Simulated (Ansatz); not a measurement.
# MoPd: equation of state with PBE

MoPd:

```
Pd Mo
1.0
     1.38767    0.80117    4.64477
    -1.38767    0.80117    4.64477
     0.00000   -1.60234    4.64477
Pd Mo
1 1
Direct
  0.50000 0.50000 0.50000
  0.00000 0.00000 0.00000
```

The cell comes from a database or a generator and needn't be the stable form of this composition.

```
Program             : Ansatz 0.2.0
Task                : equation of state
Functional          : PBE
Potentials or basis : all-electron LAPW, scalar-relativistic
Basis error allowed : 0.0005 eV/atom
k mesh              : 11 × 11 × 11
Occupations         : fermi-dirac, width 0.05 eV
Spin                : no spin polarisation
```

| Property | Result |
| --- | --- |
| Equilibrium volume | 15.39 Å³/atom |
| Bulk modulus at fixed shape and positions | 221 GPa |
| Pressure derivative of the bulk modulus | 4.8 |

Energy against volume, from the lowest point:
| volume (Å³/atom) | energy (meV/atom) |
| --- | --- |
| 14.562 | 33.75 |
| 14.872 | 12.42 |
| 15.182 | 1.55 |
| 15.492 | 0.00 |
| 15.801 | 6.74 |
| 16.111 | 20.86 |
| 16.421 | 41.54 |

All runs of the series together: 9.9 min on 1 thread of Arm Neoverse V1, on a shared host.

Caveat: the cell was scaled at fixed shape and fractional positions, which overstates the stiffness of a crystal with free parameters, most of all of layers and chains.
